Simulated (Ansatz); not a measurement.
Debugging an equation of state with a fit of Ca, space group Im-3m (Ansatz's Python interface).

`ca.py`:
```python
import ansatz
import numpy as np

vectors0 = np.array([
    [-2.24, 2.24, 2.24],
    [2.24, -2.24, 2.24],
    [2.24, 2.24, -2.24],
])
sites = [
    ("Ca", [0.0, 0.0, 0.0]),
]


def crystal_on(cell):
    crystal = ansatz.Crystal(lattice=ansatz.Lattice.of(cell))
    for symbol, position in sites:
        crystal = crystal.atom(symbol, position)
    return crystal

volumes, energies, pressures = [], [], []
for scale in np.linspace(0.92, 1.08, 7):
    cell = vectors0 * scale ** (1 / 3)
    model = (
        crystal_on(cell).calculation()
        .occupations(ansatz.OccupationsMethod.COLD)
        .basis(35)
        .functional(ansatz.Functional.R2SCAN)
        .scf(max_iterations=90)
        .kpoints(9, 9, 9)
        .stress()
    )
    data = model.run(threads=1).report
    volumes.append(abs(np.linalg.det(cell)) / len(sites))
    energies.append(data["free_energy_ev"] / len(sites))
    pressures.append(np.trace(data["stress_gpa"]) / 3)
    print(f"V = {volumes[-1]:8.4f} A^3/atom  F = {energies[-1]:.5f} eV/atom  P = {pressures[-1]:8.3f} GPa")

x = np.array(volumes) ** (-2 / 3)
poly = np.polynomial.Polynomial.fit(x, energies, 3).convert()
roots = poly.deriv().roots()
x0 = min((r.real for r in roots if abs(r.imag) < 1e-9 and poly.deriv(2)(r.real) > 0), key=lambda r: abs(r - x.mean()))
v0 = x0 ** -1.5
b0 = 4 / 9 * poly.deriv(2)(x0) * v0 ** (-7 / 3) * 160.21766
b1 = 4 + 2 / 3 * x0 * poly.deriv(3)(x0) / poly.deriv(2)(x0)
print(f"V0 = {v0:.4f} A^3/atom, B0 = {b0:.1f} GPa, dB/dP = {b1:.2f}")
```

```console
$ python ca.py
DeckWarning: basis.ecutwfc = 35 eV is below the records' recommended 500 eV, and the density's cutoff is lower with it unless basis.ecutrho_ratio is high enough to keep the records' density cutoff: compare with a run at a higher cutoff
V =  41.3611 A^3/atom  F = -1534.06425 eV/atom  P = -683.073 GPa
V =  42.5600 A^3/atom  F = -1534.17383 eV/atom  P = -664.678 GPa
V =  43.7588 A^3/atom  F = -1532.47599 eV/atom  P = -645.849 GPa
V =  44.9577 A^3/atom  F = -1535.24689 eV/atom  P = -630.829 GPa
V =  46.1566 A^3/atom  F = -1531.87648 eV/atom  P =  -26.307 GPa
V =  47.3554 A^3/atom  F = -1532.29225 eV/atom  P =  -23.249 GPa
V =  48.5543 A^3/atom  F = -1533.51211 eV/atom  P =  -27.429 GPa
V0 = 42.1978 A^3/atom, B0 = 3299.3 GPa, dB/dP = 23.71
```
(Warnings from the package without file and line.)

No error stopped it. What is wrong with the input all the same?

The fault: a cutoff meant in rydberg is read as eV, so the basis is far too small. The change:

```diff
--- before
+++ after
@@ -25,3 +25,3 @@
         .occupations(ansatz.OccupationsMethod.COLD)
-        .basis(35)
+        .basis(500)
         .functional(ansatz.Functional.R2SCAN)
```

The mended script runs so:

```console
$ python ca.py
V =  41.3611 A^3/atom  F = -1821.65251 eV/atom  P =    0.955 GPa
V =  42.5600 A^3/atom  F = -1821.65747 eV/atom  P =    0.379 GPa
V =  43.7588 A^3/atom  F = -1821.65832 eV/atom  P =   -0.143 GPa
V =  44.9577 A^3/atom  F = -1821.65547 eV/atom  P =   -0.609 GPa
V =  46.1566 A^3/atom  F = -1821.64933 eV/atom  P =   -1.023 GPa
V =  47.3554 A^3/atom  F = -1821.64028 eV/atom  P =   -1.389 GPa
V =  48.5543 A^3/atom  F = -1821.62865 eV/atom  P =   -1.712 GPa
V0 = 43.4118 A^3/atom, B0 = 18.4 GPa, dB/dP = 3.25
```

Reading the output:
- Absolute energies stand on the zero of these potentials, so only differences at equal settings mean something.
- The mesh is modest for a metal, so energies can be off by several to tens of meV an atom and pressures by half a GPa or more; differences at equal mesh fare better.
- Of the deposited cell: it was measured well above room temperature.
- Pressure is positive in compression.
- This isn't the structure that Ca takes at ambient conditions.
- Processor time in the engine: 11 s on 1 thread of Intel(R) Xeon(R) Processor @ 2.30GHz (shared host), peak memory 0.59 GiB.
